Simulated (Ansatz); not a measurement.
**CH₃F₂OTa: up Jacob's ladder to CCSD(T)**

An exercise on one series of results from a longer session: the logs are not shown, and one member is left open.

Method: functionals in def2-TZVPP, the program's frozen cores in correlated methods; program: Ansatz 0.2.0, Gaussian basis.

The runs, in order: LDA (SPW92), PBE-D4, revPBE-D4, BLYP-D4, r2SCAN-D4, B97M-V, PBE0-D4, B3LYP-D4, r2SCANh-D4, r2SCAN0-D4, HSE06-D4, BHLYP-D4, CAM-B3LYP-D4, LC-ωPBE, ωB97X-V, ωB97M-V, B2PLYP, PBE-QIDH; CCSD(T)/def2-SVP; CCSD(T)/def2-TZVPP.

### The geometry

An earlier PBE0-D4 in a triple-zeta def2 set relaxation fixed the geometry. Ta takes the def2 core potential; no spin-orbit term is included.

8 atoms, charge 0, spin multiplicity 1.

Atoms are counted from 1 here; the program's logs count them from 0.

Bond lengths: C1–Ta2 2.142 Å, C1–H6 1.095 Å, C1–H7 1.094 Å, C1–H8 1.094 Å, Ta2–O3 1.710 Å, Ta2–F4 1.874 Å, Ta2–F5 1.874 Å. Angles: Ta2–C1–H6 111.2°, Ta2–C1–H7 110.2°, Ta2–C1–H8 110.2°, H6–C1–H7 108.8°, H6–C1–H8 108.8°, H7–C1–H8 107.4°, C1–Ta2–O3 103.4°, C1–Ta2–F4 107.9°, C1–Ta2–F5 107.9°, O3–Ta2–F4 109.8°, O3–Ta2–F5 109.8°, F4–Ta2–F5 117.0°.

The first run:

The input, in.yaml:

```yaml
crystal:
  periodic: [false, false, false]
  atoms:
    - {symbol: C, position_ang: [-0.929874, -0.081286, 0.596465]}
    - {symbol: Ta, position_ang: [0.854835, 0.066409, -0.578582]}
    - {symbol: O, position_ang: [2.097518, -0.278686, 0.544281]}
    - {symbol: F, position_ang: [0.794302, -1.270368, -1.890674]}
    - {symbol: F, position_ang: [1.009360, 1.836771, -1.173765]}
    - {symbol: H, position_ang: [-1.820276, 0.117847, -0.008950]}
    - {symbol: H, position_ang: [-1.015364, -1.081982, 1.031161]}
    - {symbol: H, position_ang: [-0.898302, 0.634097, 1.424065]}
basis:
  gaussian: {orbitals: def2-TZVPP}
hamiltonian: {xc: lda}
output: {orbitals: {seedname: orbitals}}
```

Command:

```
$ ansatz run in.yaml --threads 2 --pin off --events-out ev --progress --plain --max-ram 32768MiB --backend cpu
```

Among the steps run: LDA; PBE-D4 (GGA); revPBE-D4 (GGA); BLYP-D4 (GGA); r2SCAN-D4 (meta-GGA); B97M-V (meta-GGA); PBE0-D4 (hybrid); B3LYP-D4 (hybrid); r2SCANh-D4 (hybrid); r2SCAN0-D4 (hybrid); HSE06-D4 (hybrid); BHLYP-D4 (hybrid); CAM-B3LYP-D4 (range-separated); LC-ωPBE (range-separated); ωB97X-V (range-separated); ωB97M-V (range-separated); B2PLYP (double hybrid); PBE-QIDH (double hybrid).

One table of the session follows, with a row left open; its other results are not shown here.

It belongs to the step «Frontier levels by functional». 

| functional | HOMO (eV) | LUMO (eV) | gap (eV) |
| --- | --- | --- | --- |
| LDA (SPW92) | -7.99 | -2.86 | 5.13 |
| PBE-D4 | -7.77 | -2.55 | 5.22 |
| revPBE-D4 | -7.69 | -2.43 | 5.26 |
| BLYP-D4 | -7.65 | -2.48 | 5.18 |
| r2SCAN-D4 | -8.07 | -2.37 | 5.71 |
| B97M-V | -8.12 | -2.34 | 5.79 |
| PBE0-D4 | -9.20 | -1.66 | 7.54 |
| B3LYP-D4 | -8.96 | -1.94 | 7.02 |
| r2SCANh-D4 | -8.61 | -2.04 | 6.56 |
| r2SCAN0-D4 | -9.40 | -1.54 | 7.86 |
| HSE06-D4 | -8.79 | -2.04 | 6.75 |
| BHLYP-D4 | -10.51 | -0.66 | 9.85 |
| CAM-B3LYP-D4 | ? | ? | ? |
| LC-ωPBE | -11.99 | 0.78 | 12.77 |
| ωB97X-V | -11.62 | 0.65 | 12.27 |
| ωB97M-V | -11.49 | 0.55 | 12.05 |

Estimate the missing values for CAM-B3LYP-D4.

The run gave: HOMO (eV): -10.62; LUMO (eV): -0.54; gap (eV): 10.08. In the column «HOMO (eV)» it lies between ωB97M-V (-11.49) and BHLYP-D4 (-10.51).
